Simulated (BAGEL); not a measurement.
# CuF2 (SMILES [F][Cu][F]): UHF/3-21G (density fitting with qzvpp-jkfit)

Aim: the vertical ionisation energy of CuF2 at UHF/3-21G (density fitting with qzvpp-jkfit), from 2 runs. 

The results are computed with BAGEL 1.2.2.

7 further runs of the same task are left out: 6 that didn't finish, 1 set aside as unsound or not needed.

### Step 1. The structure to begin with

CuF2 has 3 atoms, charge 0, and is taken as a doublet. As SMILES, `[F][Cu][F]`. The shape comes from GFN2-xTB, which is rough for such elements, and wasn't checked as a minimum.

Bond lengths: Cu1–F2 1.701 Å, Cu1–F3 1.700 Å. Angles: F2–Cu1–F3 180.0°.

### Step 2. A single-point energy at UHF/3-21G (density fitting with qzvpp-jkfit)

input.json

```json
{ "bagel" : [

{
  "title" : "molecule",
  "basis" : "3-21g.json",
  "df_basis" : "qzvpp-jkfit",
  "angstrom" : true,
  "geometry" : [
    { "atom" : "Cu", "xyz" : [    0.000170,    0.000100,   -0.000210 ] },
    { "atom" : "F", "xyz" : [   -0.016560,   -0.020420,    1.700130 ] },
    { "atom" : "F", "xyz" : [    0.016390,    0.020320,   -1.699920 ] }
  ]
},
{ "title" : "uhf", "nopen" : 1 },
{ "title" : "print", "file" : "orbitals.molden", "orbitals" : true }

]}
```

The basis set 3-21G is read from a file made from the Basis Set Exchange's data (not shown).

Command:

```bash
$ BAGEL_NUM_THREADS=1 BAGEL input.json > input.out
```

What it wrote:

```text
* using 1 threads per process

  ===============================================================
  ===============================================================

  *** Geometry ***

  { "atom" : "Cu", "xyz" : [      0.000321,      0.000189,     -0.000397 ] },
  { "atom" : "F", "xyz" : [     -0.031294,     -0.038588,      3.212780 ] },
  { "atom" : "F", "xyz" : [      0.030973,      0.038399,     -3.212383 ] },

  Number of auxiliary basis functions:      418

  Since a DF basis is specified, we compute 2- and 3-index integrals:
    o Being stored without compression. Storage requirement is 0.007 GB

  Number of basis functions:       45
  Number of electrons      :       47

    * METHOD: MOLECULE                             0.10

  *** Open-shell HF ***

  === Nuclear Repulsion ===
   175.0720414570

      * DIIS with orbital gradients will be used.

  === UHF iteration (3-21g.json) ===
      0      -1828.44771202          0.07360558           0.05
      1      -1828.64307284          0.04224692           0.05
      2      -1828.69225893          0.02044100           0.05
      3      -1828.70698146          0.00304728           0.05
      4      -1828.70909359          0.00049104           0.05
      5      -1828.70913832          0.00040527           0.05
      6      -1828.70915035          0.00009435           0.05
      7      -1828.70915699          0.00001286           0.05
      8      -1828.70915807          0.00000511           0.05
      9      -1828.70915824          0.00000346           0.05
     10      -1828.70915835          0.00000194           0.05
     11      -1828.70915837          0.00000047           0.05
     12      -1828.70915837          0.00000009           0.05
     13      -1828.70915837          0.00000006           0.05
     14      -1828.70915837          0.00000002           0.05
     15      -1828.70915837          0.00000000           0.05
    * SCF iteration converged.

    * S^2 (UHF) is 0.7560

    * Permanent dipole moment:
           (   -0.000662,    -0.000390,     0.000879) a.u.

    * METHOD: UHF                                  0.94

    * METHOD: PRINT                                0.00

  ===============================================================
```

Wall time 1.2 s (1 thread of Arm Neoverse V2, shared host).

### Step 3. The singlet cation

job.json

```json
{ "bagel" : [

{
  "title" : "molecule",
  "basis" : "3-21g.json",
  "df_basis" : "qzvpp-jkfit",
  "angstrom" : true,
  "geometry" : [
    { "atom" : "Cu", "xyz" : [    0.000170,    0.000100,   -0.000210 ] },
    { "atom" : "F", "xyz" : [   -0.016560,   -0.020420,    1.700130 ] },
    { "atom" : "F", "xyz" : [    0.016390,    0.020320,   -1.699920 ] }
  ]
},
{ "title" : "hf", "charge" : 1 },
{ "title" : "print", "file" : "orbitals.molden", "orbitals" : true }

]}
```

The basis set 3-21G is read from a file made from the Basis Set Exchange's data (not shown).

Command:

```bash
$ BAGEL_NUM_THREADS=1 BAGEL job.json > job.out
```

What it wrote:

```text
* using 1 threads per process

  ===============================================================
  ===============================================================

  *** Geometry ***

  { "atom" : "Cu", "xyz" : [      0.000321,      0.000189,     -0.000397 ] },
  { "atom" : "F", "xyz" : [     -0.031294,     -0.038588,      3.212780 ] },
  { "atom" : "F", "xyz" : [      0.030973,      0.038399,     -3.212383 ] },

  Number of auxiliary basis functions:      418

  Since a DF basis is specified, we compute 2- and 3-index integrals:
    o Being stored without compression. Storage requirement is 0.007 GB

  Number of basis functions:       45
  Number of electrons      :       47

    * METHOD: MOLECULE                             0.10

  *** RHF ***

  === Nuclear Repulsion ===
   175.0720414570

      * DIIS with orbital gradients will be used.

  === RHF iteration (3-21g.json) ===
      0      -1828.08080782          0.02564871           0.03
      1      -1828.15211236          0.01546906           0.03
      2      -1828.18367317          0.00486982           0.03
      3      -1828.18636363          0.00130325           0.03
      4      -1828.18730640          0.00055063           0.03
      5      -1828.18744745          0.00004661           0.03
      6      -1828.18744829          0.00000530           0.03
      7      -1828.18744830          0.00000204           0.03
      8      -1828.18744830          0.00000080           0.03
      9      -1828.18744830          0.00000029           0.03
     10      -1828.18744830          0.00000013           0.03
     11      -1828.18744830          0.00000001           0.03
     12      -1828.18744830          0.00000000           0.03
    * SCF iteration converged.

    * Permanent dipole moment:
           (   -0.000707,    -0.000420,     0.001575) a.u.

    * METHOD: HF                                   0.45

    * METHOD: PRINT                                0.00

  ===============================================================
```

It took 0.72 s on 1 thread of Arm Neoverse V2, shared host.

### Step 4. What came out

At UHF/3-21G (density fitting with qzvpp-jkfit):

| quantity | value |
| --- | --- |
| doublet CuF2: total energy | -1828.70916 Eh |
| doublet CuF2: dipole moment | 0.00 D |
| doublet CuF2: ⟨S²⟩ | 0.756 |
| singlet cation: total energy | -1828.18745 Eh |
| singlet cation: HOMO energy | -22.35 eV |
| singlet cation: LUMO energy | -11.39 eV |
| singlet cation: HOMO–LUMO gap | 10.96 eV |
| vertical ionisation energy (to the singlet cation) | 14.196 eV |

What this shows: Removing an electron at fixed nuclei costs 14.20 eV (327 kcal/mol). Only the singlet of the ionised species was computed; a triplet could lie lower.
